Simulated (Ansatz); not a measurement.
# BiS (Pm-3m) in Ansatz: a series of runs

The runs below take BiS through single point, with PBE.

All numbers are computed with Ansatz 0.2.0; they aren't measurements. Logs are shortened: lines on timing, memory, paths and dates and some standing lists are left out, and cuts for length are marked.

## 1. Starting point

Symmetry: Pm-3m, No. 221, cubic system. Conventional cell: a = 4.003 Å, b = 4.003 Å, c = 4.003 Å, α = 90.00°, β = 90.00°, γ = 90.00°. Around Bi (site symmetry m-3m) lie 8 S at 3.47 Å. S (site symmetry m-3m) is surrounded by 8 Bi at 3.47 Å.

The cell was built by a generator and needn't be a form met in nature.

## 2. Single point, PBE

File input.yaml:

```yaml
crystal:
  lattice:
    - [4.00294434, 0.0, 0.0]
    - [0.0, 4.00294434, 0.0]
    - [0.0, 0.0, 4.00294434]
  atoms:
    - { symbol: Bi, position: [0.5, 0.5, 0.5] }
    - { symbol: S, position: [0.0, 0.0, 0.0] }
hamiltonian:
  xc: pbe
  pseudopotentials: { kind: paw }
kpoints:
  mp_grid: { grid: [7, 7, 7] }
scf:
  occupations: { method: gaussian, width: 0.013 }
output:
  forces: true
  stress: true
  eigenvalues: true
  write_density: true
  write_potential: true
  elf: true
  volumetric_format: npy
```

Potentials or basis: Ansatz PAW.

Started as:

```bash
$ ansatz run input.yaml --threads 2 --pin off --max-ram 5632MiB --backend cpu --events-out ev --progress --plain --runs-dir out
```

The program printed:

```text
Warning: RAYON_NUM_THREADS=2 ignored (pool sized by the plan → 2); use --threads N
Engine: ansatz 0.2.0, x86_64-unknown-linux-gnu
Pseudopotentials: kind: paw
Pseudopotential: Bi, paw, valence charge 15, recommended cutoff 420 eV (normal), Bi.paw.azcp
Pseudopotential: S, paw, valence charge 6, recommended cutoff 420 eV (normal), S.paw.azcp
Functional definition: PBE
  parameter kappa = 0.804
  parameter beta = 0.06672455060314922
  exchange = pbe_x(kappa = kappa, mu = beta*pi^2/3)
  correlation = pbe_c(beta = beta)
Crystal: 2 atoms, lattice volume = 64.141 Å³
Basis set: ecut = 420 eV, 1237 PW (Γ), exchange–correlation on 54×54×54 points (8 copies of the dense FFT grid, shifted against one another)
Bands: 15, of which v1, the nominal top of the filled ones, is band 11 counted from 1 (10 counted from 0)
Symmetry: 48 space group operations
Space group: Pm-3m (ITA 221), of the structure as read, at distance tolerance 4.0e-5 Å
k-points: 20 of 343
Non-local potential: Bi, projectors of the file, l = 0: 2, l = 1: 2, l = 2: 2, l = 3: 2
Non-local potential: S, projectors of the file, l = 0: 2, l = 1: 2, l = 2: 2
PAW form: soft (Blöchl's): semilocal exchange-correlation on the pseudo side does not see the compensation charge
PAW one-centre angular grid: Bi, 590 points (default); XC on 64 Gauss nodes
PAW one-centre angular grid: S, 110 points (default); XC on 64 Gauss nodes
Initial density: superposition of atomic densities (neutral atoms: chi_scale 0, normalization atom), corrected by the library's trained network
Initial wavefunctions: pseudopotential atomic-orbital guess
Functional: x = pbe(κ = 0.804, μ = 0.2195149727645171), c = pbe(β = 0.06672455060314922)
SCF iter   1: F=—  HF=-13297.718975 eV  |F-HF|=—  |Δ(HF+E_count)|=         —  Δρ=1.14e-3  dr2=1.67e-3  ethr=1.77e-3  ⟨swp⟩=6.7  Hψ=1724  notcnv=0
preconditioner: auto → Resta (q_TF=auto, 2.265 Å⁻¹)  ε∞=3.7  [insulator: Δε(μ)=0.125 eV  Ē_g=9.360 eV  σ=0.013 eV  W_gap=0.85  n_scr=18 (ndim 8)  ℏωp=15.4 eV  f_vac=0.000  D(μ)=3.48/eV (n_scr^D=26)  ε∞_Penn≈3.7]
SCF iter   2: F=—  HF=-13297.718467 eV  |F-HF|=—  |Δ(HF+E_count)|=   5.08e-4  Δρ=5.27e-4  dr2=2.41e-4  ethr=7.93e-6  ⟨swp⟩=2.9  Hψ=811  notcnv=0  defer=9
SCF iter   3: F=—  HF=-13297.718602 eV  |F-HF|=—  |Δ(HF+E_count)|=   1.35e-4  Δρ=2.08e-4  dr2=3.18e-5  ethr=1.15e-6  ⟨swp⟩=2.8  Hψ=538  notcnv=0  defer=9
SCF iter   4: F=—  HF=-13297.718698 eV  |F-HF|=—  |Δ(HF+E_count)|=   9.57e-5  Δρ=5.69e-5  dr2=2.26e-6  ethr=1.51e-7  ⟨swp⟩=2.1  Hψ=365  notcnv=0  defer=9
iter 5 did not close the SCF: its close was put off for the readings that it lacked (scf_convergence_deferred on its scf_iter line)
SCF iter   5: F=-13297.718700 eV  HF=-13297.718700 eV  |F-HF|=1.66e-8  |Δ(HF+E_count)|=   2.01e-6  Δρ=8.09e-6  dr2=4.90e-8  ethr=1.07e-8  ⟨swp⟩=2.5  Hψ=410  notcnv=0  defer=9
SCF iter   6: F=-13297.718700 eV  HF=-13297.718700 eV  |F-HF|=4.07e-9  |Δ(HF+E_count)|=   4.06e-8  Δρ=2.72e-6  dr2=5.66e-9  ethr=2.33e-10  ⟨swp⟩=9.0  Hψ=2012  notcnv=0
SCF 1 converged in 6 iterations: F = -13297.718700 eV  dr2 = 5.66e-9
SCF converged after 6 iterations
Free energy (F): -13297.718700 eV
Harris-Foulkes:  -13297.718700 eV  (|F-HF|=4.07e-9)
Internal energy: -13297.718405 eV  (E = F + TS)
E sigma→0 (E₀):  -13297.718552 eV
Entropy (-TS):   -0.000295 eV (-0.147 meV/atom)
Fermi energy:    6.822579 eV
--- Per-component energies (eV) ---
  E_band       = -157.185487
  E_kinetic    = 398.713168
  E_local      = -1746.033409  (includes V_loc(G=0)·N_el)
  E_nonlocal   = 589.710688
  E_hartree    = 558.713045
  E_xc         = -244.259094
  E_vxc        = -225.927547  (∫ρ·V_xc dr)
  E_paw        = -11262.983502  (= ΣΔE_a)
  E_vpaw       = -291.074886  (= ΣTr[D̂ρ^β])
  E_aug_tail   = -0.000441  (compensation charges beyond the density's cutoff)
  E_ewald      = -1591.578859
  E_smearing   = -0.000295  (= −TS)
  E_closure    = -0.000000  (closes the sum)
  Σ components = -13297.718700   (vs F -13297.718700, Δ=0.00e0)
--- Forces (eV/Å), atoms counted from 1 ---
  atom   1  Bi     0.00000000    -0.00000000     0.00000000
  atom   2  S     -0.00000000    -0.00000000    -0.00000000
  max |Σ_I F_I| component: 1.51e-28 eV/Å
--- Stress (GPa, compression-positive) ---
      -10.891719       0.000000       0.000000
        0.000000     -10.891719       0.000000
        0.000000      -0.000000     -10.891719
  P = ⅓ Tr σ = -10.8917 GPa (-108.917 kbar)
--- Band table (eV; the first three rows and the last of 20) ---
  k-point 0: bands = ["-17.0153", "-17.0153", "-16.9707", "-16.9707", "-16.9707", "-6.3373", "-3.2889", "4.5550", "4.5550", "4.5550", "9.2452", "9.2452", "9.2452", "11.2272", "11.2272"]
  k-point 1: bands = ["-17.0151", "-17.0094", "-16.9723", "-16.9723", "-16.9706", "-6.2082", "-3.4226", "4.4049", "4.6820", "4.6820", "8.2472", "9.0183", "9.0183", "11.3951", "12.1437"]
  k-point 2: bands = ["-17.0147", "-16.9962", "-16.9758", "-16.9758", "-16.9703", "-5.8437", "-3.8116", "4.2763", "5.0209", "5.0209", "6.7079", "8.4515", "8.4515", "11.8974", "13.9570"]
  k-point 19: bands = ["-16.9869", "-16.9868", "-16.9868", "-16.9691", "-16.9691", "-4.7949", "-3.5080", "3.6406", "3.9660", "3.9660", "5.3605", "5.3605", "5.9626", "15.8069", "16.3442"]
```

Run time: 0.41 s. Hardware: 2 threads of AMD EPYC 9R45 (Zen 5), shared host; peak memory 0.35 GiB.

Results:

```
Free energy            : -13297.7187 eV
Pressure               : -10.9 GPa
Band gap on the k mesh : none (metal or under the smearing width)
```

Levels at points of the mesh, in eV from the Fermi level:
| k point | band 7 | band 8 | band 9 | band 10 | band 11 | band 12 | band 13 | band 14 |
| --- | --- | --- | --- | --- | --- | --- | --- | --- |
| (0.00, 0.00, 0.00) | -10.11 | -2.27 | -2.27 | -2.27 | 2.42 | 2.42 | 2.42 | 4.40 |

Caveat: spin-orbit coupling is left out, which moves the levels of the heavy elements.

## 3. Single point, PBE

input.yaml: that of step 2 with these lines changed.

```diff
@@ -14,3 +14,3 @@
 scf:
-  occupations: { method: gaussian, width: 0.013 }
+  occupations: { method: gaussian, width: 0.014 }
 output:
```

Potentials or basis: Ansatz PAW.

Started as:

```bash
$ ansatz run input.yaml --threads 2 --pin off --max-ram 5632MiB --backend cpu --events-out ev --progress --plain --runs-dir out
```

The program printed:

```text
Warning: RAYON_NUM_THREADS=2 ignored (pool sized by the plan → 2); use --threads N
[... 9 set-up lines as earlier in the session ...]
Crystal: 2 atoms, lattice volume = 64.141 Å³
Basis set: ecut = 420 eV, 1237 PW (Γ), exchange–correlation on 54×54×54 points (8 copies of the dense FFT grid, shifted against one another)
Bands: 15, of which v1, the nominal top of the filled ones, is band 11 counted from 1 (10 counted from 0)
[... 2 set-up lines as earlier in the session ...]
k-points: 20 of 343
[... 8 set-up lines as earlier in the session ...]
SCF iter   1: F=—  HF=-13297.718998 eV  |F-HF|=—  |Δ(HF+E_count)|=         —  Δρ=1.14e-3  dr2=1.67e-3  ethr=1.77e-3  ⟨swp⟩=6.7  Hψ=1724  notcnv=0
preconditioner: auto → Resta (q_TF=auto, 2.265 Å⁻¹)  ε∞=3.7  [insulator: Δε(μ)=0.125 eV  Ē_g=9.360 eV  σ=0.014 eV  W_gap=0.85  n_scr=18 (ndim 8)  ℏωp=15.4 eV  f_vac=0.000  D(μ)=3.24/eV (n_scr^D=26)  ε∞_Penn≈3.7]
SCF iter   2: F=—  HF=-13297.718490 eV  |F-HF|=—  |Δ(HF+E_count)|=   5.08e-4  Δρ=5.27e-4  dr2=2.41e-4  ethr=7.93e-6  ⟨swp⟩=2.9  Hψ=809  notcnv=0  defer=9
SCF iter   3: F=—  HF=-13297.718625 eV  |F-HF|=—  |Δ(HF+E_count)|=   1.35e-4  Δρ=2.08e-4  dr2=3.17e-5  ethr=1.15e-6  ⟨swp⟩=2.8  Hψ=506  notcnv=0  defer=9
SCF iter   4: F=—  HF=-13297.718720 eV  |F-HF|=—  |Δ(HF+E_count)|=   9.54e-5  Δρ=5.71e-5  dr2=2.27e-6  ethr=1.51e-7  ⟨swp⟩=2.1  Hψ=365  notcnv=0  defer=9
iter 5 did not close the SCF: its close was put off for the readings that it lacked (scf_convergence_deferred on its scf_iter line)
SCF iter   5: F=-13297.718722 eV  HF=-13297.718722 eV  |F-HF|=1.62e-8  |Δ(HF+E_count)|=   2.01e-6  Δρ=8.08e-6  dr2=4.90e-8  ethr=1.08e-8  ⟨swp⟩=2.5  Hψ=408  notcnv=0  defer=9
SCF iter   6: F=-13297.718722 eV  HF=-13297.718722 eV  |F-HF|=4.04e-9  |Δ(HF+E_count)|=   4.24e-8  Δρ=2.70e-6  dr2=5.66e-9  ethr=2.33e-10  ⟨swp⟩=9.0  Hψ=2009  notcnv=0
SCF 1 converged in 6 iterations: F = -13297.718722 eV  dr2 = 5.66e-9
SCF converged after 6 iterations
Free energy (F): -13297.718722 eV
Harris-Foulkes:  -13297.718722 eV  (|F-HF|=4.04e-9)
Internal energy: -13297.718405 eV  (E = F + TS)
E sigma→0 (E₀):  -13297.718564 eV
Entropy (-TS):   -0.000318 eV (-0.159 meV/atom)
Fermi energy:    6.821829 eV
--- Per-component energies (eV) ---
  E_band       = -157.185497
  E_kinetic    = 398.713159
  E_local      = -1746.033420  (includes V_loc(G=0)·N_el)
  E_nonlocal   = 589.710697
  E_hartree    = 558.713055
  E_xc         = -244.259090
  E_vxc        = -225.927541  (∫ρ·V_xc dr)
  E_paw        = -11262.983507  (= ΣΔE_a)
  E_vpaw       = -291.074890  (= ΣTr[D̂ρ^β])
  E_aug_tail   = -0.000441  (compensation charges beyond the density's cutoff)
  E_ewald      = -1591.578859
  E_smearing   = -0.000318  (= −TS)
  E_closure    = 0.000000  (closes the sum)
  Σ components = -13297.718722   (vs F -13297.718722, Δ=0.00e0)
--- Forces (eV/Å), atoms counted from 1 ---
  atom   1  Bi     0.00000000    -0.00000000    -0.00000000
  atom   2  S     -0.00000000     0.00000000     0.00000000
  max |Σ_I F_I| component: 1.04e-28 eV/Å
--- Stress (GPa, compression-positive) ---
      -10.891745       0.000000       0.000000
        0.000000     -10.891745       0.000000
        0.000000       0.000000     -10.891745
  P = ⅓ Tr σ = -10.8917 GPa (-108.917 kbar)
--- Band table (eV; the first three rows and the last of 20) ---
  k-point 0: bands = ["-17.0153", "-17.0153", "-16.9707", "-16.9707", "-16.9707", "-6.3373", "-3.2889", "4.5550", "4.5550", "4.5550", "9.2452", "9.2452", "9.2452", "11.2272", "11.2272"]
  k-point 1: bands = ["-17.0151", "-17.0094", "-16.9723", "-16.9723", "-16.9706", "-6.2083", "-3.4226", "4.4049", "4.6820", "4.6820", "8.2472", "9.0183", "9.0183", "11.3951", "12.1437"]
  k-point 2: bands = ["-17.0147", "-16.9962", "-16.9758", "-16.9758", "-16.9703", "-5.8437", "-3.8116", "4.2763", "5.0209", "5.0209", "6.7079", "8.4515", "8.4515", "11.8974", "13.9570"]
  k-point 19: bands = ["-16.9869", "-16.9868", "-16.9868", "-16.9691", "-16.9691", "-4.7949", "-3.5080", "3.6406", "3.9660", "3.9660", "5.3605", "5.3605", "5.9626", "15.8069", "16.3442"]
```

It took 0.39 s on 2 threads of AMD EPYC 9R45 (Zen 5), shared host; peak memory 0.36 GiB.

Results:

- Free energy: -13297.7187 eV
- Pressure: -10.9 GPa
- Band gap on the k mesh: none (metal or under the smearing width)

Caveat: spin-orbit coupling is left out, which moves the levels of the heavy elements.

## 4. Single point, PBE

input.yaml: that of step 3 with these lines changed.

```diff
@@ -14,3 +14,3 @@
 scf:
-  occupations: { method: gaussian, width: 0.014 }
+  occupations: { method: gaussian, width: 0.015 }
 output:
@@ -19,5 +19 @@
   eigenvalues: true
-  write_density: true
-  write_potential: true
-  elf: true
-  volumetric_format: npy
```

Started as:

```bash
$ ansatz run input.yaml --threads 2 --pin off --max-ram 5632MiB --backend cpu --events-out ev --progress --plain --runs-dir out
```

Run time: 0.32 s. Hardware: 2 threads of AMD EPYC 9R45 (Zen 5), shared host; peak memory 0.35 GiB.

The run converged. Its results:

```
Free energy            : -13297.7187 eV
Pressure               : -10.9 GPa
Band gap on the k mesh : none (metal or under the smearing width)
```

Levels at points of the mesh, in eV from the Fermi level:
| k point | band 7 | band 8 | band 9 | band 10 | band 11 | band 12 | band 13 | band 14 |
| --- | --- | --- | --- | --- | --- | --- | --- | --- |
| (0.00, 0.00, 0.00) | -10.11 | -2.27 | -2.27 | -2.27 | 2.42 | 2.42 | 2.42 | 4.41 |

Caveat: spin-orbit coupling is left out, which moves the levels of the heavy elements.

## 5. Single point, PBE

input.yaml: that of step 4 with these lines changed.

```diff
@@ -14,3 +14,3 @@
 scf:
-  occupations: { method: gaussian, width: 0.015 }
+  occupations: { method: gaussian, width: 0.016 }
 output:
```

Potentials or basis: Ansatz PAW.

Started as:

```bash
$ ansatz run input.yaml --threads 2 --pin off --max-ram 5632MiB --backend cpu --events-out ev --progress --plain --runs-dir out
```

The program printed:

```text
Warning: RAYON_NUM_THREADS=2 ignored (pool sized by the plan → 2); use --threads N
[... 9 set-up lines as earlier in the session ...]
Crystal: 2 atoms, lattice volume = 64.141 Å³
Basis set: ecut = 420 eV, 1237 PW (Γ), exchange–correlation on 54×54×54 points (8 copies of the dense FFT grid, shifted against one another)
Bands: 15, of which v1, the nominal top of the filled ones, is band 11 counted from 1 (10 counted from 0)
[... 2 set-up lines as earlier in the session ...]
k-points: 20 of 343
[... 8 set-up lines as earlier in the session ...]
SCF iter   1: F=—  HF=-13297.719043 eV  |F-HF|=—  |Δ(HF+E_count)|=         —  Δρ=1.14e-3  dr2=1.67e-3  ethr=1.77e-3  ⟨swp⟩=6.7  Hψ=1724  notcnv=0
preconditioner: auto → Resta (q_TF=auto, 2.265 Å⁻¹)  ε∞=3.7  [insulator: Δε(μ)=0.125 eV  Ē_g=9.360 eV  σ=0.016 eV  W_gap=0.85  n_scr=18 (ndim 8)  ℏωp=15.4 eV  f_vac=0.000  D(μ)=2.84/eV (n_scr^D=26)  ε∞_Penn≈3.7]
SCF iter   2: F=—  HF=-13297.718535 eV  |F-HF|=—  |Δ(HF+E_count)|=   5.08e-4  Δρ=5.27e-4  dr2=2.41e-4  ethr=7.93e-6  ⟨swp⟩=2.7  Hψ=797  notcnv=0  defer=9
SCF iter   3: F=—  HF=-13297.718669 eV  |F-HF|=—  |Δ(HF+E_count)|=   1.34e-4  Δρ=2.08e-4  dr2=3.17e-5  ethr=1.15e-6  ⟨swp⟩=2.8  Hψ=498  notcnv=0  defer=9
SCF iter   4: F=—  HF=-13297.718766 eV  |F-HF|=—  |Δ(HF+E_count)|=   9.66e-5  Δρ=5.70e-5  dr2=2.27e-6  ethr=1.51e-7  ⟨swp⟩=2.1  Hψ=365  notcnv=0  defer=9
iter 5 did not close the SCF: its close was put off for the readings that it lacked (scf_convergence_deferred on its scf_iter line)
SCF iter   5: F=-13297.718768 eV  HF=-13297.718768 eV  |F-HF|=1.63e-8  |Δ(HF+E_count)|=   2.01e-6  Δρ=8.09e-6  dr2=4.90e-8  ethr=1.08e-8  ⟨swp⟩=2.5  Hψ=406  notcnv=0  defer=9
SCF iter   6: F=-13297.718768 eV  HF=-13297.718768 eV  |F-HF|=4.05e-9  |Δ(HF+E_count)|=   4.12e-8  Δρ=2.70e-6  dr2=5.66e-9  ethr=2.33e-10  ⟨swp⟩=5.3  Hψ=1287  notcnv=0
SCF 1 converged in 6 iterations: F = -13297.718768 eV  dr2 = 5.66e-9
SCF converged after 6 iterations
Free energy (F): -13297.718768 eV
Harris-Foulkes:  -13297.718768 eV  (|F-HF|=4.05e-9)
Internal energy: -13297.718403 eV  (E = F + TS)
E sigma→0 (E₀):  -13297.718585 eV
Entropy (-TS):   -0.000365 eV (-0.182 meV/atom)
Fermi energy:    6.820316 eV
--- Per-component energies (eV) ---
  E_band       = -157.185513
  E_kinetic    = 398.713141
  E_local      = -1746.033374  (includes V_loc(G=0)·N_el)
  E_nonlocal   = 589.710670
  E_hartree    = 558.713041
  E_xc         = -244.259076
  E_vxc        = -225.927525  (∫ρ·V_xc dr)
  E_paw        = -11262.983506  (= ΣΔE_a)
  E_vpaw       = -291.074891  (= ΣTr[D̂ρ^β])
  E_aug_tail   = -0.000441  (compensation charges beyond the density's cutoff)
  E_ewald      = -1591.578859
  E_smearing   = -0.000365  (= −TS)
  E_closure    = -0.000000  (closes the sum)
  Σ components = -13297.718768   (vs F -13297.718768, Δ=0.00e0)
--- Forces (eV/Å), atoms counted from 1 ---
  atom   1  Bi     0.00000000    -0.00000000    -0.00000000
  atom   2  S     -0.00000000     0.00000000     0.00000000
  max |Σ_I F_I| component: 3.26e-29 eV/Å
--- Stress (GPa, compression-positive) ---
      -10.891868       0.000000       0.000000
        0.000000     -10.891868      -0.000000
        0.000000       0.000000     -10.891868
  P = ⅓ Tr σ = -10.8919 GPa (-108.919 kbar)
--- Band table (eV; the first three rows and the last of 20) ---
  k-point 0: bands = ["-17.0153", "-17.0153", "-16.9707", "-16.9707", "-16.9707", "-6.3373", "-3.2889", "4.5550", "4.5550", "4.5550", "9.2452", "9.2452", "9.2452", "11.2272", "11.2272"]
  k-point 1: bands = ["-17.0151", "-17.0094", "-16.9723", "-16.9723", "-16.9706", "-6.2083", "-3.4226", "4.4049", "4.6820", "4.6820", "8.2472", "9.0183", "9.0183", "11.3951", "12.1437"]
  k-point 2: bands = ["-17.0147", "-16.9962", "-16.9758", "-16.9758", "-16.9703", "-5.8437", "-3.8116", "4.2763", "5.0209", "5.0209", "6.7079", "8.4515", "8.4515", "11.8974", "13.9570"]
  k-point 19: bands = ["-16.9869", "-16.9868", "-16.9868", "-16.9691", "-16.9691", "-4.7949", "-3.5080", "3.6406", "3.9660", "3.9660", "5.3605", "5.3605", "5.9626", "15.8069", "16.3442"]
```

It took 0.31 s on 2 threads of AMD EPYC 9R45 (Zen 5), shared host; peak memory 0.35 GiB.

What came out:

```yaml
Free_energy: -13297.7188 eV
Pressure: -10.9 GPa
Band_gap_on_the_k_mesh: none (metal or under the smearing width)
```

Caveat: spin-orbit coupling is left out, which moves the levels of the heavy elements.

## 6. Summary

| smearing | gap on the mesh (eV) | pressure (GPa) |
| --- | --- | --- |
| gaussian 0.013 eV | none | -10.9 |
| gaussian 0.014 eV | none | -10.9 |
| gaussian 0.015 eV | none | -10.9 |
| gaussian 0.016 eV | none | -10.9 |

Alike in all rows: task single point; level PBE; potentials or basis Ansatz PAW; no spin polarisation; cell as given; k mesh 7 × 7 × 7; cutoff (eV) 420.

Every run on the cell as given and a fine mesh finds a metal.

Caveats: spin-orbit coupling is left out, which moves the levels of the heavy elements.

Absolute energies hang on the potentials; compare differences alone.
